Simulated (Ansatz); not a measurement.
# MoS2 (database structure): how the settings move a single-point run

Question: which choices in the input matter for MoS2 (database structure)?

Program: Ansatz 0.2.0. Level of theory: reference: DFT r2SCAN, plane waves, PAW, scalar-relativistic, no spin polarisation. These are calculated values, not measurements.

## 1. The starting structure

It takes space group P6_3/mmc (No. 194, hexagonal). The conventional cell has a = 3.213 Å, b = 3.213 Å, c = 12.495 Å, α = 90.00°, β = 90.00°, γ = 120.00°. Mo (site symmetry -6m2) has 6 S at 2.44 Å as nearest neighbours. S (site symmetry 3m) is surrounded by 3 Mo at 2.44 Å.

Coordinates:

```
Mo S
1.0
     3.21296    0.00000    0.00000
    -1.60648    2.78250    0.00000
     0.00000    0.00000   12.49497
Mo S
2 4
Direct
  0.33330 0.66670 0.25000
  0.66660 0.33330 0.75000
  0.33330 0.66670 0.62300
  0.66660 0.33330 0.12300
  0.33330 0.66670 0.87700
  0.66670 0.33340 0.37700
```

## 2. Baseline

Input file input.yaml:

```yaml
crystal:
  lattice:
    - [3.21296317, 0.0, 0.0]
    - [-1.60648158, 2.78250316, 0.0]
    - [0.0, 0.0, 12.49496942]
  atoms:
    - { symbol: Mo, position: [0.3333, 0.6667, 0.25] }
    - { symbol: Mo, position: [0.6666, 0.3333, 0.75] }
    - { symbol: S, position: [0.3333, 0.6667, 0.623] }
    - { symbol: S, position: [0.6666, 0.3333, 0.123] }
    - { symbol: S, position: [0.3333, 0.6667, 0.877] }
    - { symbol: S, position: [0.6667, 0.3334, 0.377] }
  symmetry: { tolerance: 0.0003 }
kpoints:
  mp_grid: { grid: [6, 6, 2], shift: [0, 0, 0] }
magnetization:
  spin_polarized: false
scf:
  occupations: { method: fermi_dirac }
hamiltonian:
  pseudopotentials: { kind: paw }
  xc: r2scan
basis:
  ecutwfc: 500
output:
  forces: true
  stress: true
  eigenvalues: true
```

On the command line:

```console
ansatz run input.yaml --threads 1 --pin off --max-ram 2560MiB --backend cpu --events-out ev --progress --plain --runs-dir out
```

## 3. Changing settings: occupations.method tetrahedron_uncorrected, accuracy medium

input.yaml: that of step 2 with these lines changed.

```diff
@@ -18,3 +18,3 @@
 scf:
-  occupations: { method: fermi_dirac }
+  occupations: { method: tetrahedron_uncorrected }
 hamiltonian:
@@ -28 +28,2 @@
   eigenvalues: true
+accuracy: medium
```

## 4. Changing settings: pseudopotentials.source jth, hubbard.sites [{species: Mo, l: d, u_eff: 2.0}], hubbard.double_counting fll

input.yaml: that of step 2 with these lines changed.

```diff
@@ -20,4 +20,5 @@
 hamiltonian:
-  pseudopotentials: { kind: paw }
+  pseudopotentials: { kind: paw, source: jth }
   xc: r2scan
+  hubbard: { sites: [{ species: Mo, l: d, u_eff: 2.0 }], double_counting: fll }
 basis:
@@ -28 +29,5 @@
   eigenvalues: true
+  write_density: true
+  write_potential: true
+  elf: true
+  volumetric_format: npy
```

## 5. Variant: occupations.method methfessel_paxton, occupations.width 0.2, eigensolver.kind davidson, scf.algorithm direct_min

input.yaml: that of step 2 with these lines changed.

```diff
@@ -18,3 +18,5 @@
 scf:
-  occupations: { method: fermi_dirac }
+  occupations: { method: methfessel_paxton, width: 0.2 }
+  eigensolver: { kind: davidson }
+  algorithm: direct_min
 hamiltonian:
```

## 6. Variant: scf.algorithm direct_min, ecutwfc 200 eV

input.yaml: that of step 2 with these lines changed.

```diff
@@ -19,2 +19,3 @@
   occupations: { method: fermi_dirac }
+  algorithm: direct_min
 hamiltonian:
@@ -23,3 +24,3 @@
 basis:
-  ecutwfc: 500
+  ecutwfc: "200 eV"
 output:
```

**Question.** What will these runs give? Wanted: for each run, ending; energy change; pressure; gap; force.

The runs gave:

| run | ending | energy change | pressure (GPa) | gap (eV) | force (eV/Å) | cycles | time |
| --- | --- | --- | --- | --- | --- | --- | --- |
| reference | converged | 0 | -5.1 | 1.01 | 0.86 | 7 | 9.6 s |
| 1: occupations.method tetrahedron_uncorrected, accuracy medium | converged | 0.0 meV/atom (σ→0) | -5.1 | 1.01 | 0.86 | 7 | 9.7 s |
| 2: pseudopotentials.source jth, hubbard.sites [{species: Mo, l: d, u_eff: 2.0}], hubbard.double_counting fll | converged | not comparable | -4.5 | 1.06 | 0.81 | 9 | 14 s |
| 3: occupations.method methfessel_paxton, occupations.width 0.2, eigensolver.kind davidson, scf.algorithm direct_min | converged | 0.0 meV/atom (σ→0) | -5.1 | 1.01 | 0.86 | 9 | 40 s |
| 4: scf.algorithm direct_min, ecutwfc 200 eV | converged | +1.44 eV/atom | -7.7 | 1.02 | 1.03 | 7 | 12 s |

Times don't compare one to one where runs were asked for different outputs or read a saved state (see the inputs); cycles may leave out searches for a lower state.

Residual by cycle in the longest SCF loop of each run; runs are numbered as in the table. The quantity is the density residual dr2, in eV.

| cycle | reference | run 1 | run 2 | run 3 | run 4 |
| --- | --- | --- | --- | --- | --- |
| 1 | 0.185 | 0.186 | 4.47 | 0.183 | 2.59 |
| 2 | 0.0149 | 0.0156 | 1.43 | 0.0417 | 0.887 |
| 3 | 0.00546 | 0.00549 | 0.0996 | 0.00157 | 0.0521 |
| 4 | 3.8e-4 | 7.1e-4 | 0.0238 | 6.8e-5 | 0.00305 |
| 5 | 2.7e-5 | 4.4e-5 | 0.00273 | 2.9e-6 | 1.2e-4 |
| 6 | 6.5e-7 | 1.1e-6 | 2.6e-4 | 1.9e-7 | 4.0e-6 |
| 7 | 8.2e-9 | 1.4e-8 | 7.0e-5 | 2.6e-9 | 2.8e-8 |
| 8 | - | - | 1.2e-6 | 1.4e-9 | - |
| 9 | - | - | 5.6e-8 | 3.9e-10 | - |

What this shows: Runs 2 and 4 ran under the cutoff that the potentials recommend, as the log warns, so basis error is mixed into their values, and swamps them where the cutoff is far short. A changed U is a change of model: its shifts are not errors of convergence.
